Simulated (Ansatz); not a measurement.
CH7BrOSi2, SMILES C[SiH2]O[SiH2]Br, a geometry optimisation

With Ansatz's Python interface.

The cells in order, each with its output:

In [1]:
```python
import ansatz as az
from ase import Atoms
import numpy as np
```

In [2]:
```python
BASIS = "def2-SVP"
FUNCTIONAL = "PBE"
```

In [3]:
```python
atoms = Atoms(["C", "Si", "O", "Si", "Br", "H", "H", "H", "H", "H", "H", "H"], positions=[
    (-1.7944, 0.4883, 0.0817),
    (-0.2598, 0.3364, -0.9733),
    (0.5345, -1.1576, -0.6454),
    (1.5668, -0.8945, 0.7091),
    (3.4793, 0.1033, 0.0423),
    (-2.3274, 1.4261, -0.1768),
    (-1.511, 0.5094, 1.1537),
    (-2.4593, -0.3791, -0.1077),
    (-0.6665, 0.3515, -2.3859),
    (0.6215, 1.4956, -0.7497),
    (1.9057, -2.1958, 1.3035),
    (0.9107, -0.0836, 1.7485),
])
geometry = az.Crystal.molecule_from_ase(atoms)
```

In [4]:
```python
setup = geometry.calculation().basis(gaussian=BASIS).functional(FUNCTIONAL)
symbols = [site.symbol for site in geometry.cartesian_sites]
start = np.array([site.position_ang for site in geometry.cartesian_sites], dtype=float)
def progress(event):
    if event["event"] == "relax_step":
        row = event["data"]
        print(f"step {row['step']:3d}  E = {row['lagrangian_ev']:.6f} eV  max force {row['allowed_force_max_ev_ang']:.4f} eV/A")
```

In [5]:
```python
summary = setup.relax(force_tolerance=0.02).session().plan().execute(on_event=progress).report
end = np.array(summary["positions_ang"])
```
```text
step   1  E = -88964.372673 eV  max force 1.1203 eV/A
step   2  E = -88964.563517 eV  max force 0.8282 eV/A
step   3  E = -88964.637373 eV  max force 0.4351 eV/A
step   4  E = -88964.684940 eV  max force 0.2693 eV/A
step   5  E = -88964.705532 eV  max force 0.4123 eV/A
step   6  E = -88964.722524 eV  max force 0.1960 eV/A
step   7  E = -88964.728229 eV  max force 0.0215 eV/A
step   8  E = -88964.730585 eV  max force 0.1548 eV/A
step   9  E = -88964.731557 eV  max force 0.1248 eV/A
step  10  E = -88964.733315 eV  max force 0.0671 eV/A
step  11  E = -88964.734232 eV  max force 0.0683 eV/A
step  12  E = -88964.734734 eV  max force 0.1106 eV/A
step  13  E = -88964.735675 eV  max force 0.0593 eV/A
step  14  E = -88964.736657 eV  max force 0.0129 eV/A
step  15  E = -88964.737647 eV  max force 0.0675 eV/A
step  16  E = -88964.737957 eV  max force 0.0410 eV/A
step  17  E = -88964.738450 eV  max force 0.0057 eV/A
step  18  E = -88964.739161 eV  max force 0.0972 eV/A
step  19  E = -88964.739242 eV  max force 0.1034 eV/A
step  20  E = -88964.740192 eV  max force 0.0475 eV/A
step  21  E = -88964.740756 eV  max force 0.0520 eV/A
step  22  E = -88964.741317 eV  max force 0.0478 eV/A
step  23  E = -88964.741004 eV  max force 0.1129 eV/A
step  24  E = -88964.741848 eV  max force 0.0380 eV/A
step  25  E = -88964.742037 eV  max force 0.0327 eV/A
step  26  E = -88964.742203 eV  max force 0.0372 eV/A
step  27  E = -88964.742302 eV  max force 0.0367 eV/A
step  28  E = -88964.742585 eV  max force 0.0240 eV/A
step  29  E = -88964.742684 eV  max force 0.0545 eV/A
step  30  E = -88964.742817 eV  max force 0.0289 eV/A
step  31  E = -88964.742909 eV  max force 0.0176 eV/A
```

In [6]:
```python
print(f"E = {summary['free_energy_ev']:.6f} eV = {summary['free_energy_ev'] / 27.211386246:.7f} Ha")
print("converged:", summary["converged"], " doubts:", summary["published_state_doubts"] or "none")
```
```text
E = -88964.742952 eV = -3269.3940010 Ha
converged: True  doubts: none
```

In [7]:
```python
print("bond        before    after (A)")
for i, j in [(0, 1), (0, 5), (0, 6), (0, 7), (1, 2), (1, 8), (1, 9), (2, 3), (3, 4), (3, 10), (3, 11)]:
    d0, d1 = (np.linalg.norm(xyz[i] - xyz[j]) for xyz in (start, end))
    print(f"{symbols[i]}{i}-{symbols[j]}{j}".ljust(10), f"{d0:8.4f} {d1:8.4f}")
```
```text
bond        before    after (A)
C0-Si1       1.8684   1.8755
C0-H5        1.1092   1.1099
C0-H6        1.1090   1.1089
C0-H7        1.1092   1.1090
Si1-O2       1.7235   1.6914
Si1-H8       1.4701   1.5047
Si1-H9       1.4732   1.5056
O2-Si3       1.7232   1.6567
Si3-Br4      2.2578   2.2504
Si3-H10      1.4702   1.4982
Si3-H11      1.4725   1.4985
```

Total energies depend on the basis set; only differences at equal settings carry meaning. The end point is the stationary point reached from this start; no frequency run checks that it is a minimum, and the basis set is modest. Wall time of the script: 3.1 min on 1 thread of Arm Neoverse V1 (shared host), peak memory 0.26 GiB.

(Lines on the test bed's own set-up are left out of the output.)
